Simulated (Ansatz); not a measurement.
# C4H11ClFGaSi: relaxing the structure

What shape does C4H11ClFGaSi take? The plan is to relax it, and look at its orbitals and charge.

Computed with Ansatz 0.2.0, Gaussian basis. Level: RKS PBE0-D4/def2-TZVP.

Plan: relaxation at PBE0-D4/def2-TZVP; a single point in def2-TZVPP for the fields.

## 1. Where the work starts

SMILES `C[Si](C)(C)[CH2][Ga]([F])[Cl]`, 19 atoms, charge 0, spin multiplicity 1.

Atoms are counted from 1 here; the program's logs count them from 0.

Bond lengths: C1–Si2 1.907 Å, C1–H9 1.085 Å, C1–H10 1.085 Å, C1–H11 1.085 Å, Si2–C3 1.909 Å, Si2–C4 1.906 Å, Si2–C5 1.917 Å, C3–H12 1.091 Å, C3–H13 1.090 Å, C3–H14 1.085 Å, C4–H15 1.086 Å, C4–H16 1.088 Å, C4–H17 1.086 Å, C5–Ga6 2.026 Å, C5–H18 1.089 Å, C5–H19 1.089 Å, Ga6–F7 1.782 Å, Ga6–Cl8 2.097 Å. Angles: Si2–C1–H9 110.5°, Si2–C1–H10 111.4°, Si2–C1–H11 111.8°, H9–C1–H10 107.5°, H9–C1–H11 107.6°, H10–C1–H11 107.8°, C1–Si2–C3 111.0°, C1–Si2–C4 112.5°, C1–Si2–C5 109.0°, C3–Si2–C4 110.4°, C3–Si2–C5 106.2°, C4–Si2–C5 107.4°, Si2–C3–H12 109.7°, Si2–C3–H13 110.3°, Si2–C3–H14 113.5°, H12–C3–H13 107.5°, H12–C3–H14 107.7°, H13–C3–H14 107.9° and more.

As a file:

```
C    -0.42645   -2.34223   -0.11899
Si   -0.05651   -0.49574    0.18246
C     1.78295   -0.10436   -0.14459
C    -0.55575    0.07136    1.93220
C    -1.05802    0.55513   -1.07017
Ga   -0.17664    2.37807   -1.14470
F     0.33182    2.90203   -2.77037
Cl    0.28582    3.83039    0.29537
H     0.10306   -2.95780    0.59993
H    -1.48524   -2.55651   -0.01571
H    -0.11986   -2.65895   -1.11092
H     2.02470    0.88406    0.25021
H     1.98163   -0.08662   -1.21578
H     2.46367   -0.81726    0.30897
H    -1.58692   -0.18466    2.15701
H    -0.45396    1.15106    2.02264
H     0.06774   -0.38620    2.69405
H    -1.02300    0.15750   -2.08348
H    -2.09904    0.66073   -0.76811
```

The start is a GFN2-xTB geometry.

## 2. Geometry optimisation, PBE0-D4/def2-TZVP

in.yaml

```yaml
crystal:
  periodic: [false, false, false]
  atoms:
    - {symbol: C, position_ang: [-0.426450, -2.342230, -0.118990]}
    - {symbol: Si, position_ang: [-0.056510, -0.495740, 0.182460]}
    - {symbol: C, position_ang: [1.782950, -0.104360, -0.144590]}
    - {symbol: C, position_ang: [-0.555750, 0.071360, 1.932200]}
    - {symbol: C, position_ang: [-1.058020, 0.555130, -1.070170]}
    - {symbol: Ga, position_ang: [-0.176640, 2.378070, -1.144700]}
    - {symbol: F, position_ang: [0.331820, 2.902030, -2.770370]}
    - {symbol: Cl, position_ang: [0.285820, 3.830390, 0.295370]}
    - {symbol: H, position_ang: [0.103060, -2.957800, 0.599930]}
    - {symbol: H, position_ang: [-1.485240, -2.556510, -0.015710]}
    - {symbol: H, position_ang: [-0.119860, -2.658950, -1.110920]}
    - {symbol: H, position_ang: [2.024700, 0.884060, 0.250210]}
    - {symbol: H, position_ang: [1.981630, -0.086620, -1.215780]}
    - {symbol: H, position_ang: [2.463670, -0.817260, 0.308970]}
    - {symbol: H, position_ang: [-1.586920, -0.184660, 2.157010]}
    - {symbol: H, position_ang: [-0.453960, 1.151060, 2.022640]}
    - {symbol: H, position_ang: [0.067740, -0.386200, 2.694050]}
    - {symbol: H, position_ang: [-1.023000, 0.157500, -2.083480]}
    - {symbol: H, position_ang: [-2.099040, 0.660730, -0.768110]}
basis:
  gaussian: {orbitals: def2-TZVP}
hamiltonian: {xc: pbe0, dispersion: d4}
relax: {f_tol: 0.005, max_steps: 150}
```

Launch:

```console
$ ansatz run in.yaml --threads 4 --pin off --events-out ev --progress --plain --max-ram 66560MiB --backend cuda --devices 0, --max-vram 37GiB
```

Further steps of the session: Fields at the relaxed geometry.

**Question.** What will the summary of the whole plan be? Wanted: point group; shift from the start; total energy; dispersion term; dipole moment; HOMO, LUMO.

As calculated:

| quantity | value |
| --- | --- |
| point group | C1 |
| steps | 21 |
| shift from the start (rms) | 0.203 Å |
| total energy | -79809.0005 eV |
| dispersion term | -485 meV |
| dipole moment | 3.76 D |
| HOMO, LUMO | -8.41, -0.85 eV |

In words: The atoms moved 0.20 Å (rms) from the start; the bond that changed most is C5–Ga6, from 2.026 to 1.931 Å. No vibrations were run, so it is not proven to be a minimum. The largest Mulliken charge, +0.69 e, sits on Ga6. The HOMO lies mostly on C1, C5 about 20 % each; Cl8 16 % and the LUMO on Ga6 52 %; Cl8 12 %.
